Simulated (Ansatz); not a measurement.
Crystal: MnAu2.

```xyz
3
Lattice="-1.6815 1.6815 4.2960 1.6815 -1.6815 4.2960 1.6815 1.6815 -4.2960" Properties=species:S:1:pos:R:3 pbc="T T T"
Au    0.0000    0.0000    5.5848
Au    0.0000    0.0000    3.0072
Mn    0.0000    0.0000    0.0000
```

- Program: Ansatz 0.2.0
- Task: single point
- Functional: PBEsol
- Potentials or basis: all-electron LAPW, scalar-relativistic
- Cutoff: 322 eV (chosen from the basis error)
- Basis error allowed: 0.001 eV/atom
- k mesh: 11 × 11 × 11
- Occupations: fermi-dirac, width 0.05 eV
- Spin: collinear spin, ferromagnetic start
- Starting moments: [0.0, 0.0, 4.0] μB

On this cell: pressure 1.2 GPa; largest force 1.985 eV/Å; net moment 4.00 μB per cell; site moments Au +0.07; Mn +3.84 μB; band gap on the k mesh none (metal or under the smearing width).

The same run follows on a disturbed copy (atoms moved at random, drawn with an rms of 0.05 Å):

```
Au Mn
1.0
    -1.68150    1.68150    4.29600
     1.68150   -1.68150    4.29600
     1.68150    1.68150   -4.29600
Au Mn
2 1
Direct
  0.65142 0.65867 0.00805
  0.35015 0.33989 0.98988
  0.00059 0.00722 0.01329
```

Q: What does the disturbed cell give?

A: The energy (extrapolated to zero smearing) moves by -0.8 meV/atom; pressure 1.2 GPa; largest force 1.982 eV/Å; net moment 4.00 μB per cell; site moments Au +0.07; Mn +3.84 μB; band gap on the k mesh none (metal or under the smearing width).

Forces in eV/Å, atoms in the order of the input:
```
Au  -0.026  0.032  1.785
Au   0.318  0.045 -1.956
Mn  -0.292 -0.077  0.171
```

Stress tensor (GPa, compression positive):
```
-1.75  0.05  0.02
 0.05 -1.63 -0.02
 0.02 -0.02  6.91
```

Caveats: forces of over 1 eV/Å show positions far from the minimum, so gaps and moduli don't describe the material at rest (some runs).
